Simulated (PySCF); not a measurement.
# C2H10Si2: the cost of one run

The runs use PySCF 2.14.0, with density-fitted response routines of our own; the level of theory stands in each step. All values are computed, except where a source is named. Atoms are numbered from 0 throughout.

### Step 1. Starting geometry

14 atoms, charge 0, multiplicity 1; geometry from: GFN2-xTB. The atoms were then displaced at random by about 0.01 Å, so the start is not that level's minimum.

Bonds of the start (Å): C0–Si1 1.87, Si1–Si2 2.30, Si2–C3 1.94, C0–H4 1.11, C0–H5 1.08, C0–H6 1.08, Si1–H7 1.46, Si1–H8 1.45, Si2–H9 1.49, Si2–H10 1.47, C3–H11 1.09, C3–H12 1.09, C3–H13 1.05.

### Step 2. Relaxing the molecule at PBE0-D3(BJ)/def2-SVP

What the job is given:

```
{"job": {"xc": "PBE0", "basis": "def2-SVP", "d3": "d3bj", "grid": 1, "shake": 0.01, "kind": "geom"}, "charge": 0, "multiplicity": 1}
C     -2.506290     0.134770     0.279270
Si    -0.914900    -0.652570    -0.309650
Si     0.889080     0.646190     0.297250
C      2.558890    -0.157970    -0.282370
H     -2.651410     1.142420    -0.169010
H     -2.544900     0.277770     1.353230
H     -3.384300    -0.432680    -0.004850
H     -0.858650    -2.000950     0.255790
H     -1.023220    -0.835180    -1.743860
H      1.020930     0.838520     1.771350
H      0.865300     2.003580    -0.253770
H      2.655520    -1.146990     0.162930
H      2.509610    -0.265580    -1.368550
H      3.377200     0.433590     0.004470
```

The run is started by

```
$ OMP_NUM_THREADS=1 python probes_run.py task.json out
```

The driver reads the jobs from task.json and runs them one after another.

**Question.** How long does this first job take on 1 thread of Arm Neoverse V1, shared host, and how much memory does it need?

About 24 s, with a peak of 0.46 GiB.
